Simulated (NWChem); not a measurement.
**B3LYP/6-31G(d) (Cartesian functions) run of AlNH4O2 (SMILES [NH2][Al]([OH])[OH])**

Aim: the energy change on altering one bond length of AlNH4O2 at B3LYP/6-31G* (Cartesian functions), from 2 runs. The job is set up through an ASE script.

The results are computed with NWChem 7.3.0.

3 further runs of the same task are left out: 3 set aside as unsound or not needed. Runs told in other sessions of the task aren't counted.

### Step 1. The molecule

AlNH4O2 has 8 atoms, charge 0, and is taken as a singlet. SMILES: `[NH2][Al]([OH])[OH]`. The coordinates come from a PBE0-D4/def2-TZVP relaxation. This is one conformer, not always the lowest.

Bond lengths: N1–Al2 1.760 Å, Al2–O3 1.695 Å, Al2–O4 1.692 Å, N1–H5 1.005 Å, N1–H6 1.006 Å, O3–H7 0.954 Å, O4–H8 0.955 Å. Angles: N1–Al2–O3 123.6°, N1–Al2–O4 117.6°, O3–Al2–O4 118.8°, Al2–N1–H5 126.0°, Al2–N1–H6 123.5°, Al2–O3–H7 124.8°, Al2–O4–H8 122.2°, H5–N1–H6 110.5°.

### Step 2. Energy and forces at B3LYP/6-31G(d) (Cartesian functions)

a.xyz

```xyz
8
AlH4NO2
N     -0.453400     1.370900     0.159000
Al     0.021900    -0.314300    -0.015200
O      1.569400    -0.806100    -0.500900
O     -1.140100    -1.496100     0.324200
H      0.132800     2.170000    -0.009000
H     -1.372600     1.662000     0.447700
H      2.287000    -0.213800    -0.712700
H     -0.952800    -2.429800     0.251200
```

run.py

```python
from ase.io import read
from ase.calculators.nwchem import NWChem

atoms = read('a.xyz')

calc = NWChem(
    label='a',
    theory='dft',
    memory='2200 mb',
    basis='6-31G*',
    dft={'xc': 'b3lyp', 'mult': '1', 'grid': 'xfine', 'convergence': 'energy 1e-08', 'iterations': '100', 'mulliken': None},
)
atoms.calc = calc

forces = atoms.get_forces()
print("Total energy (eV):", round(atoms.get_potential_energy(), 6))
print("forces (eV/A):")
for s, f in zip(atoms.symbols, forces):
    print(f"{s:2s} {f[0]:10.5f} {f[1]:10.5f} {f[2]:10.5f}")
print("dipole (e A):", atoms.get_dipole_moment().round(4))
```

Run with:

```console
$ export ASE_NWCHEM_COMMAND="nwchem PREFIX.nwi > PREFIX.nwo"
$ python run.py
```

What it wrote:

```text
Total energy (eV): -12249.665973
forces (eV/A):
N    -0.01255    0.08084    0.00525
Al    0.00036    0.09858    0.00149
O     0.10521   -0.46326   -0.04011
O    -0.44516    0.10829    0.13920
H     0.14486    0.22374   -0.04109
H    -0.23428    0.06747    0.07338
H     0.31887    0.29629   -0.09354
H     0.12274   -0.41194   -0.04458
dipole (e A): [ 0.2203  0.2969 -0.0631]
```

The calculator wrote a.nwi:

```
title "a"

permanent_dir a

scratch_dir a

start a

geometry units angstrom nocenter noautosym noautoz
  N  -4.5340000000000003e-01 1.3709000000000000e+00 1.5900000000000000e-01
  Al 2.1899999999999999e-02 -3.1430000000000002e-01 -1.5200000000000000e-02
  O  1.5693999999999999e+00 -8.0610000000000004e-01 -5.0090000000000001e-01
  O  -1.1400999999999999e+00 -1.4961000000000000e+00 3.2419999999999999e-01
  H  1.3280000000000000e-01 2.1699999999999999e+00 -8.9999999999999993e-03
  H  -1.3726000000000000e+00 1.6619999999999999e+00 4.4769999999999999e-01
  H  2.2869999999999999e+00 -2.1379999999999999e-01 -7.1270000000000000e-01
  H  -9.5279999999999998e-01 -2.4298000000000002e+00 2.5119999999999998e-01
end

memory 2200 mb

basis noprint
   * library 6-31G*
end

dft
  xc b3lyp
  mult 1
  grid xfine
  convergence energy 1e-08
  iterations 100
  mulliken
end

task dft gradient
```

a.nwo:

```text
Northwest Computational Chemistry Package (NWChem) 7.3.0
             --------------------------------------------------------

           Job information
           ---------------

    nwchem branch   = 7.3.0
    use scalapack   = T
    input           = a.nwi
    prefix          = a.
    data base       = a/a.db
    status          = startup
    nproc           =        1

           Memory information
           ------------------

    heap     =     72089600 doubles =      550.0 Mbytes
    stack    =     72089597 doubles =      550.0 Mbytes
    global   =    144179200 doubles =     1100.0 Mbytes (distinct from heap & stack)
    total    =    288358397 doubles =     2200.0 Mbytes
    verify   = yes
    hardfail = no

           Directory information
           ---------------------

  0 permanent = a
  0 scratch   = a

                                NWChem Input Module
                                -------------------

                                         a
                                         -

 Scaling coordinates for geometry "geometry" by  1.889725989
 (inverse scale =  0.529177249)

                             Geometry "geometry" -> ""
                             -------------------------

 Output coordinates in angstroms (scale by  1.889725989 to convert to a.u.)

[... 18 lines left out ...]
            Nuclear Dipole moment (a.u.)
[... 66 lines left out ...]
  convergence criterion.
[... 16 lines left out ...]
          Convergence on density requested:  1.00D-05
[... 24 lines left out ...]
          Spatial weights used:  Erf1
[... 3 lines left out ...]
          Convergence aids based upon iterative change in
[... 72 lines left out ...]
         Total DFT energy =     -450.166925036545
[... 1 line left out ...]
           Coulomb energy =      377.094284582404
[... 1 line left out ...]
 Nuclear repulsion energy =      161.698713263513
[... 570 lines left out ...]
          Convergence on energy requested:  1.00D-08
[... 1 line left out ...]
          Convergence on gradient requested:  5.00D-04
[... 25 lines left out ...]
          Convergence Information
[... 2 lines left out ...]
          total energy or number of iterations.
[... 6 lines left out ...]
                  --------------- ------------------- ---------------
          dE  on:    start            ASAP                start
          dE off:    2 iters        100 iters           100 iters

      Screening Tolerance Information
      -------------------------------
          Density screening/tol_rho:  1.00D-11
          AO Gaussian exp screening on grid/accAOfunc:  18
          CD Gaussian exp screening on grid/accCDfunc:  20
          XC Gaussian exp screening on grid/accXCfunc:  20
          Schwarz screening/accCoul:  1.00D-09

                            NWChem DFT Gradient Module
                            --------------------------

                                         a

  charge          =   0.00
  wavefunction    = closed shell

                         DFT ENERGY GRADIENTS

    atom               coordinates                        gradient
                 x          y          z           x          y          z
   1 N      -0.856802   2.590625   0.300466    0.000244  -0.001572  -0.000102
   2 Al      0.041385  -0.593941  -0.028724   -0.000007  -0.001917  -0.000029
   3 O       2.965736  -1.523308  -0.946564   -0.002046   0.009009   0.000780
[... 4 lines of this table left out ...]
   8 H      -1.800531  -4.591656   0.474699   -0.002387   0.008011   0.000867

                 ----------------------------------------
                 |  Time  |  1-e(secs)   |  2-e(secs)   |
                 ----------------------------------------
                 |  CPU   |       0.00   |       1.58   |
                 ----------------------------------------
                 |  WALL  |       0.00   |       1.58   |
                 ----------------------------------------

 Task  times  cpu:       16.7s     wall:       16.7s
 Total times  cpu:       16.7s     wall:       16.7s
```

Run time: 18 s. Hardware: 1 thread of AMD EPYC 9R45 (Zen 5), shared host; peak memory 0.14 GiB.

### Step 3. The distorted shape: the energy at B3LYP/6-31G(d) (Cartesian functions)

run.py

```python
from ase import Atoms
from ase.calculators.nwchem import NWChem

mol = Atoms(['N', 'Al', 'O', 'O', 'H', 'H', 'H', 'H'], positions=[
    [-0.917641, 1.518437, 0.304707],
    [-0.442341, -0.166763, 0.130507],
    [1.569400, -0.806100, -0.500900],
    [-1.604341, -1.348563, 0.469907],
    [-0.331441, 2.317537, 0.136707],
    [-1.836841, 1.809537, 0.593407],
    [2.287000, -0.213800, -0.712700],
    [-1.417041, -2.282263, 0.396907],
])

calc = NWChem(
    label='job',
    theory='dft',
    memory='2200 mb',
    basis='6-31G*',
    dft={'xc': 'b3lyp', 'mult': '1', 'grid': 'xfine', 'convergence': 'energy 1e-08', 'iterations': '100', 'mulliken': None},
    task='energy',
)
mol.calc = calc

e = mol.get_potential_energy()
print(f"E = {e:.6f} eV")
print("dipole (e A):", mol.get_dipole_moment().round(4))
```

Run with:

```console
$ export ASE_NWCHEM_COMMAND="nwchem PREFIX.nwi > PREFIX.nwo"
$ python run.py
```

What it wrote:

```text
E = -12248.058796 eV
dipole (e A): [-0.1525  0.3667  0.0531]
```

The calculator wrote job.nwi:

```
title "job"

permanent_dir job

scratch_dir job

start job

geometry units angstrom nocenter noautosym noautoz
  N  -9.1764100000000004e-01 1.5184370000000000e+00 3.0470700000000001e-01
  Al -4.4234099999999998e-01 -1.6676299999999999e-01 1.3050700000000001e-01
  O  1.5693999999999999e+00 -8.0610000000000004e-01 -5.0090000000000001e-01
  O  -1.6043410000000000e+00 -1.3485630000000000e+00 4.6990700000000002e-01
  H  -3.3144099999999999e-01 2.3175370000000002e+00 1.3670700000000000e-01
  H  -1.8368409999999999e+00 1.8095370000000000e+00 5.9340700000000002e-01
  H  2.2869999999999999e+00 -2.1379999999999999e-01 -7.1270000000000000e-01
  H  -1.4170410000000000e+00 -2.2822629999999999e+00 3.9690700000000001e-01
end

memory 2200 mb

basis noprint
   * library 6-31G*
end

dft
  xc b3lyp
  mult 1
  grid xfine
  convergence energy 1e-08
  iterations 100
  mulliken
end

task dft energy
```

job.nwo:

```text
Northwest Computational Chemistry Package (NWChem) 7.3.0
             --------------------------------------------------------

           Job information
           ---------------

    nwchem branch   = 7.3.0
    use scalapack   = T
    input           = job.nwi
    prefix          = job.
    data base       = job/job.db
    status          = startup
    nproc           =        1

           Memory information
           ------------------

    heap     =     72089600 doubles =      550.0 Mbytes
    stack    =     72089597 doubles =      550.0 Mbytes
    global   =    144179200 doubles =     1100.0 Mbytes (distinct from heap & stack)
    total    =    288358397 doubles =     2200.0 Mbytes
    verify   = yes
    hardfail = no

           Directory information
           ---------------------

  0 permanent = job
  0 scratch   = job

                                NWChem Input Module
                                -------------------

                                        job
                                        ---

 Scaling coordinates for geometry "geometry" by  1.889725989
 (inverse scale =  0.529177249)

                             Geometry "geometry" -> ""
                             -------------------------

 Output coordinates in angstroms (scale by  1.889725989 to convert to a.u.)

[... 79 lines left out ...]
  convergence criterion.
[... 17 lines left out ...]
          Convergence on energy requested:  1.00D-08
[... 1 line left out ...]
          Convergence on gradient requested:  5.00D-04
[... 25 lines left out ...]
          Convergence Information
[... 2 lines left out ...]
          total energy or number of iterations.
[... 27 lines left out ...]
 1-e energy   =    -916.598251
[... 27 lines left out ...]
   convergence    iter        energy       DeltaE   RMS-Dens  Diis-err    time
[... 17 lines left out ...]
      One electron energy =     -921.150536721905
[... 1 line left out ...]
    Exchange-Corr. energy =      -44.334987542415
[... 6 lines left out ...]
                       DFT Final Molecular Orbital Analysis
[... 514 lines left out ...]
    2 Al  13    12.03   2.00  1.99  5.97  0.75  0.93  0.05  0.23  0.12
    3 O    8     8.82   1.99  0.90  2.85  1.02  2.06  0.01
[... 4 lines of this table left out ...]
    8 H    1     0.58   0.47  0.10

     -------------------------------------------
      Total Density - Lowdin Population Analysis
     -------------------------------------------

    Atom       Charge   Shell Charges
 -----------   ------   -------------------------------------------------------
    1 N    7     7.70   1.98  0.51  2.38  0.39  1.94  0.51
    2 Al  13    12.28   2.00  1.96  5.88  0.29  0.93  0.15  0.42  0.65
    3 O    8     8.71   1.98  0.72  2.72  0.52  2.22  0.56
[... 4 lines of this table left out ...]
    8 H    1     0.63   0.43  0.20

 center of mass
 --------------
 x =  -0.65404668 y =  -0.39403033 z =   0.18920262

 moments of inertia (a.u.)
 ------------------
         331.239326631379          35.943334287129         109.954870998605
          35.943334287129         388.513309710696         -15.940642813615
         109.954870998605         -15.940642813615         651.351241091675

     Multipole analysis of the density
     ---------------------------------

     L   x y z        total         alpha         beta         nuclear
     -   - - -        -----         -----         ----         -------
     0   0 0 0     -0.000000    -20.000000    -20.000000     40.000000

     1   1 0 0     -0.288238     12.849420     12.849420    -25.987079
[... 8 lines of this table left out ...]
     2   0 0 2    -22.323920    -21.306186    -21.306186     20.288451

 Task  times  cpu:       16.1s     wall:       16.1s
 Total times  cpu:       16.1s     wall:       16.1s
```

Run time: 17 s. Hardware: 1 thread of AMD EPYC 9R45 (Zen 5), shared host; peak memory 0.14 GiB.

### Step 4. Summary of results

Level: B3LYP/6-31G* (Cartesian functions).

| quantity | value |
| --- | --- |
| first shape: total energy | -450.16693 Eh |
| first shape: dipole moment | 1.80 D |
| first shape: HOMO energy | -6.65 eV |
| first shape: LUMO energy | -0.16 eV |
| first shape: HOMO–LUMO gap | 6.49 eV |
| first shape: largest force on an atom | 0.479 eV/Å |
| distorted shape: total energy | -450.10786 Eh |
| distorted shape: dipole moment | 1.92 D |
| distorted shape: HOMO energy | -6.53 eV |
| distorted shape: LUMO energy | -1.05 eV |
| distorted shape: HOMO–LUMO gap | 5.48 eV |
| energy change with the Al2–O3 bond stretched from 1.695 to 2.203 Å | 1.607 eV |

**Reading.** With the Al2–O3 bond stretched from 1.695 to 2.203 Å the energy rises by 1.61 eV (37 kcal/mol). The first shape isn't relaxed at this level, so the change isn't measured from a minimum. The largest force (first shape) is 0.48 eV/Å: the shape isn't a stationary point for this species at this level.
